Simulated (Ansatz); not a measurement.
# YSi2: a line through an energy map, part 2 of 2

Aim: follow the energy of YSi₂ (P6/mmm, No. 191; 3 atoms in the cell) along one coordinate, volume per atom, with the other held at c/a of the conventional cell = 1.084.

Ansatz 0.2.0; DFT PBEsol, scalar-relativistic, plane waves, PAW. Earlier steps stand in the parts before.

### Step 7. The run at (18.59 Å³, 1.084)

Input file input.yaml:

```yaml
crystal:
  lattice:
    - [3.9024327934, 0.0, 0.0]
    - [-1.9512163967, 3.3796059356, 0.0]
    - [0.0, 0.0, 4.2290664182]
  atoms:
    - { symbol: "Y", position: [0.0, 0.0, 0.0] }
    - { symbol: Si, position: [0.3333333333, 0.6666666667, 0.5] }
    - { symbol: Si, position: [0.6666666667, 0.3333333333, 0.5] }
basis:
  ecutwfc: 420
kpoints:
  mp_grid: { grid: [12, 12, 12] }
hamiltonian:
  xc: pbesol
scf:
  occupations: { method: methfessel_paxton, width: 0.35 }
output:
  forces: true
  stress: true
  eigenvalues: true
```

Command:

```
$ ansatz run input.yaml --threads 1 --pin off --max-ram 2048MiB --backend cpu --events-out ev --progress --plain --runs-dir out
```

What it wrote, cut to the lines that bear on the results:

```text
Warning: RAYON_NUM_THREADS=1 ignored (pool sized by the plan → 1); use --threads N
[...]
Pseudopotentials: kind: paw
Pseudopotential: Y, paw, valence charge 11, recommended cutoff 420 eV (normal), Y.paw.azcp
Pseudopotential: Si, paw, valence charge 4, recommended cutoff 420 eV (normal), Si.paw.azcp
Functional definition: PBEsol
[...]
Crystal: 3 atoms, lattice volume = 55.776 Å³
Basis set: ecut = 420 eV, 1107 PW (Γ), exchange–correlation on 54×54×60 points (8 copies of the dense FFT grid, shifted against one another)
Bands: 14, of which v1, the nominal top of the filled ones, is band 10 counted from 1 (9 counted from 0)
Symmetry: 24 space group operations
Space group: P6/mmm (ITA 191), of the structure as read, at distance tolerance 3.8e-5 Å
k-points: 133 of 1728
[...]
SCF iter   1: F=—  HF=-5039.731352 eV  |F-HF|=—  |Δ(HF+E_count)|=         —  Δρ=2.20e-3  dr2=4.54e-3  ethr=1.77e-3  ⟨swp⟩=4.5  Hψ=9805  notcnv=0
[...]
SCF converged after 7 iterations
Stability not checked: this state was not tested for a lower state beside it, because cold or Methfessel-Paxton smearing, or corrected tetrahedra, fill the levels in a way that the test cannot read (fill_not_monotonic; see scf.lower_state_search)
Free energy (F): -5039.730038 eV
[...]
E sigma→0 (E₀):  -5039.728482 eV
Entropy (-TS):   -0.006226 eV (-2.075 meV/atom)
Fermi energy:    11.325260 eV
[...]
--- Forces (eV/Å), atoms counted from 1 ---
  atom   1  Y     -0.00000000     0.00000000     0.00000000
  atom   2  Si     0.00000000    -0.00000000    -0.00000000
  atom   3  Si     0.00000000     0.00000000     0.00000000
[...]
--- Stress (GPa, compression-positive) ---
        6.769679       0.000000      -0.000000
        0.000000       6.769679      -0.000000
       -0.000000      -0.000000      -7.176370
  P = ⅓ Tr σ = 2.1210 GPa (21.210 kbar)
--- Band table (eV; the first three rows and the last of 133) ---
  k-point 0: bands = ["-31.3294", "-11.4252", "-11.2988", "-11.2988", "-1.3157", "8.0676", "8.0676", "8.1569", "9.3877", "11.1482", "12.4943", "12.4943", "13.7428", "13.7428"]
[...]
```

Wall time 4.8 s (1 thread of Arm Neoverse V2, shared host); peak memory 0.37 GiB.

Energy on the map's scale: 63 meV/atom.

### Step 8. The run at (19.34 Å³, 1.084)

Changes to input.yaml since step 7:

```diff
@@ -2,5 +2,5 @@
   lattice:
-    - [3.9024327934, 0.0, 0.0]
-    - [-1.9512163967, 3.3796059356, 0.0]
-    - [0.0, 0.0, 4.2290664182]
+    - [3.9538124295, 0.0, 0.0]
+    - [-1.9769062147, 3.4241020057, 0.0]
+    - [0.0, 0.0, 4.2847465298]
   atoms:
```

Command:

```
$ ansatz run input.yaml --threads 1 --pin off --max-ram 2048MiB --backend cpu --events-out ev --progress --plain --runs-dir out
```

What it wrote, cut to the lines that bear on the results:

```text
[...]
SCF converged after 7 iterations
Stability not checked: this state was not tested for a lower state beside it, because cold or Methfessel-Paxton smearing, or corrected tetrahedra, fill the levels in a way that the test cannot read (fill_not_monotonic; see scf.lower_state_search)
Free energy (F): -5039.731724 eV
[...]
E sigma→0 (E₀):  -5039.730065 eV
Entropy (-TS):   -0.006636 eV (-2.212 meV/atom)
Fermi energy:    10.819514 eV
[...]
--- Forces (eV/Å), atoms counted from 1 ---
  atom   1  Y      0.00000000     0.00000000     0.00000000
  atom   2  Si    -0.00000000     0.00000000     0.00000000
  atom   3  Si     0.00000000    -0.00000000     0.00000000
[...]
--- Stress (GPa, compression-positive) ---
        2.252158      -0.000000       0.000000
       -0.000000       2.252158       0.000000
        0.000000       0.000000      -9.673592
  P = ⅓ Tr σ = -1.7231 GPa (-17.231 kbar)
--- Band table (eV; the first three rows and the last of 133) ---
  k-point 0: bands = ["-31.9717", "-12.0384", "-11.9353", "-11.9353", "-1.5892", "7.6444", "7.6444", "7.6984", "8.9810", "10.4309", "11.9853", "11.9853", "13.1666", "13.1666"]
[...]
```

Run time: 5 s. Hardware: 1 thread of Arm Neoverse V2, shared host; peak memory 0.37 GiB.

Energy on the map's scale: 62 meV/atom.

### Step 9. Grid point (20.08 Å³, 1.084)

Changes to input.yaml since step 8:

```diff
@@ -2,5 +2,5 @@
   lattice:
-    - [3.9538124295, 0.0, 0.0]
-    - [-1.9769062147, 3.4241020057, 0.0]
-    - [0.0, 0.0, 4.2847465298]
+    - [4.003819986, 0.0, 0.0]
+    - [-2.001909993, 3.4674098201, 0.0]
+    - [0.0, 0.0, 4.3389397189]
   atoms:
```

Command:

```
$ ansatz run input.yaml --threads 1 --pin off --max-ram 2048MiB --backend cpu --events-out ev --progress --plain --runs-dir out
```

What it wrote, cut to the lines that bear on the results:

```text
Warning: RAYON_NUM_THREADS=1 ignored (pool sized by the plan → 1); use --threads N
[...]
Pseudopotentials: kind: paw
Pseudopotential: Y, paw, valence charge 11, recommended cutoff 420 eV (normal), Y.paw.azcp
Pseudopotential: Si, paw, valence charge 4, recommended cutoff 420 eV (normal), Si.paw.azcp
Functional definition: PBEsol
[...]
Crystal: 3 atoms, lattice volume = 60.237 Å³
Basis set: ecut = 420 eV, 1179 PW (Γ), exchange–correlation on 54×54×60 points (8 copies of the dense FFT grid, shifted against one another)
Bands: 14, of which v1, the nominal top of the filled ones, is band 10 counted from 1 (9 counted from 0)
Symmetry: 24 space group operations
Space group: P6/mmm (ITA 191), of the structure as read, at distance tolerance 3.9e-5 Å
k-points: 133 of 1728
[...]
SCF iter   1: F=—  HF=-5039.687276 eV  |F-HF|=—  |Δ(HF+E_count)|=         —  Δρ=1.97e-3  dr2=4.29e-3  ethr=1.77e-3  ⟨swp⟩=4.4  Hψ=9694  notcnv=0
[...]
SCF converged after 6 iterations
Stability not checked: this state was not tested for a lower state beside it, because cold or Methfessel-Paxton smearing, or corrected tetrahedra, fill the levels in a way that the test cannot read (fill_not_monotonic; see scf.lower_state_search)
Free energy (F): -5039.686086 eV
[...]
E sigma→0 (E₀):  -5039.684399 eV
Entropy (-TS):   -0.006747 eV (-2.249 meV/atom)
Fermi energy:    10.343632 eV
[...]
--- Forces (eV/Å), atoms counted from 1 ---
  atom   1  Y     -0.00000000    -0.00000000     0.00000000
  atom   2  Si    -0.00000000     0.00000000    -0.00000000
  atom   3  Si     0.00000000    -0.00000000     0.00000000
[...]
--- Stress (GPa, compression-positive) ---
       -1.232735       0.000000      -0.000000
        0.000000      -1.232735      -0.000000
       -0.000000      -0.000000     -11.674325
  P = ⅓ Tr σ = -4.7133 GPa (-47.133 kbar)
--- Band table (eV; the first three rows and the last of 133) ---
  k-point 0: bands = ["-32.5796", "-12.6208", "-12.5368", "-12.5368", "-1.8376", "7.2544", "7.2544", "7.2796", "8.5982", "9.7599", "11.5127", "11.5127", "12.6239", "12.6239"]
[...]
```

It took 4.6 s on 1 thread of Arm Neoverse V2, shared host; peak memory 0.37 GiB.

On the map this point reads 78 meV/atom.

### Step 10. Grid point (20.82 Å³, 1.084)

Changes to input.yaml since step 9:

```diff
@@ -2,5 +2,5 @@
   lattice:
-    - [4.003819986, 0.0, 0.0]
-    - [-2.001909993, 3.4674098201, 0.0]
-    - [0.0, 0.0, 4.3389397189]
+    - [4.0526734968, 0.0, 0.0]
+    - [-2.0263367484, 3.5097182015, 0.0]
+    - [0.0, 0.0, 4.3918822684]
   atoms:
```

Command:

```
$ ansatz run input.yaml --threads 1 --pin off --max-ram 2048MiB --backend cpu --events-out ev --progress --plain --runs-dir out
```

What it wrote, cut to the lines that bear on the results:

```text
[...]
SCF converged after 6 iterations
Stability not checked: this state was not tested for a lower state beside it, because cold or Methfessel-Paxton smearing, or corrected tetrahedra, fill the levels in a way that the test cannot read (fill_not_monotonic; see scf.lower_state_search)
Free energy (F): -5039.603384 eV
[...]
E sigma→0 (E₀):  -5039.602007 eV
Entropy (-TS):   -0.005505 eV (-1.835 meV/atom)
Fermi energy:    9.895834 eV
[...]
--- Forces (eV/Å), atoms counted from 1 ---
  atom   1  Y      0.00000000     0.00000000     0.00000000
  atom   2  Si     0.00000000    -0.00000000     0.00000000
  atom   3  Si     0.00000000     0.00000000    -0.00000000
[...]
--- Stress (GPa, compression-positive) ---
       -3.982047       0.000000      -0.000000
       -0.000000      -3.982047      -0.000000
       -0.000000      -0.000000     -13.249452
  P = ⅓ Tr σ = -7.0712 GPa (-70.712 kbar)
--- Band table (eV; the first three rows and the last of 133) ---
  k-point 0: bands = ["-33.1562", "-13.1748", "-13.1066", "-13.1066", "-2.0648", "6.8927", "6.8927", "6.8939", "8.2361", "9.1288", "11.0716", "11.0716", "12.1108", "12.1108"]
[...]
```

Wall time 4.6 s (1 thread of Arm Neoverse V2, shared host); peak memory 0.38 GiB.

That is 105 meV/atom from the zero.

### Step 11. Point (21.57 Å³, 1.084)

Changes to input.yaml since step 10:

```diff
@@ -2,5 +2,5 @@
   lattice:
-    - [4.0526734968, 0.0, 0.0]
-    - [-2.0263367484, 3.5097182015, 0.0]
-    - [0.0, 0.0, 4.3918822684]
+    - [4.1003767533, 0.0, 0.0]
+    - [-2.0501883766, 3.5510304335, 0.0]
+    - [0.0, 0.0, 4.4435782876]
   atoms:
```

Command:

```
$ ansatz run input.yaml --threads 1 --pin off --max-ram 2048MiB --backend cpu --events-out ev --progress --plain --runs-dir out
```

What it wrote, cut to the lines that bear on the results:

```text
Warning: RAYON_NUM_THREADS=1 ignored (pool sized by the plan → 1); use --threads N
[...]
Pseudopotentials: kind: paw
Pseudopotential: Y, paw, valence charge 11, recommended cutoff 420 eV (normal), Y.paw.azcp
Pseudopotential: Si, paw, valence charge 4, recommended cutoff 420 eV (normal), Si.paw.azcp
Functional definition: PBEsol
[...]
Crystal: 3 atoms, lattice volume = 64.701 Å³
Basis set: ecut = 420 eV, 1251 PW (Γ), exchange–correlation on 60×60×60 points (8 copies of the dense FFT grid, shifted against one another)
Bands: 14, of which v1, the nominal top of the filled ones, is band 10 counted from 1 (9 counted from 0)
Symmetry: 24 space group operations
Space group: P6/mmm (ITA 191), of the structure as read, at distance tolerance 4.0e-5 Å
k-points: 133 of 1728
[...]
SCF iter   1: F=—  HF=-5039.492408 eV  |F-HF|=—  |Δ(HF+E_count)|=         —  Δρ=1.84e-3  dr2=4.39e-3  ethr=1.77e-3  ⟨swp⟩=4.5  Hψ=9756  notcnv=0
[...]
SCF converged after 5 iterations
Stability not checked: this state was not tested for a lower state beside it, because cold or Methfessel-Paxton smearing, or corrected tetrahedra, fill the levels in a way that the test cannot read (fill_not_monotonic; see scf.lower_state_search)
Free energy (F): -5039.491251 eV
[...]
E sigma→0 (E₀):  -5039.490135 eV
Entropy (-TS):   -0.004466 eV (-1.489 meV/atom)
Fermi energy:    9.475598 eV
[...]
--- Forces (eV/Å), atoms counted from 1 ---
  atom   1  Y      0.00000000    -0.00000000     0.00000000
  atom   2  Si     0.00000000     0.00000000     0.00000000
  atom   3  Si     0.00000000    -0.00000000     0.00000000
[...]
--- Stress (GPa, compression-positive) ---
       -6.205124       0.000000       0.000000
       -0.000000      -6.205124       0.000000
        0.000000       0.000000     -14.455834
  P = ⅓ Tr σ = -8.9554 GPa (-89.554 kbar)
--- Band table (eV; the first three rows and the last of 133) ---
  k-point 0: bands = ["-33.7011", "-13.6998", "-13.6448", "-13.6448", "-2.2738", "6.5372", "6.5565", "6.5565", "7.8936", "8.5338", "10.6593", "10.6593", "11.6265", "11.6265"]
[...]
```

It took 4.6 s on 1 thread of Arm Neoverse V2, shared host; peak memory 0.38 GiB.

That is 143 meV/atom from the zero.

### Step 12. What came out

The summary covers parts 1 to 2.

| volume per atom (Å³) | step | energy (meV/atom) | slope (meV/atom per Å³) | pressure (GPa) |
| --- | --- | --- | --- | --- |
| 15.62 | 3 | 323 | −187 | 29.9 |
| 16.36 | 4 | 207 | −128 | 20.6 |
| 17.11 | 5 | 130 | −81 | 13.0 |
| 17.85 | 6 | 84 | −44 | 7.0 |
| 18.59 | 7 | 63 | −13 | 2.1 |
| 19.34 | 8 | 62 | 11 | −1.7 |
| 20.08 | 9 | 78 | 29 | −4.7 |
| 20.82 | 10 | 105 | 44 | −7.1 |
| 21.57 | 11 | 143 | 56 | −9.0 |

Energies count from the relaxed crystal. Slopes come from the forces (and the stress, where the cell changes), not from differences of energies.

**Reading.** The lowest point of the line is at 19.34 Å³, 62 meV/atom from the zero. A fit to energies and slopes at the lowest point and its two neighbours puts the minimum at 18.979 Å³, with a curvature of about 32 meV/atom per (Å³)². V·d²E/dV² there is about 97 GPa, a bulk modulus under this line's constraint. The highest point computed, at 15.62 Å³, lies 261 meV/atom above the lowest. This is one cut through a surface in two coordinates; the map's lowest point lies off it.
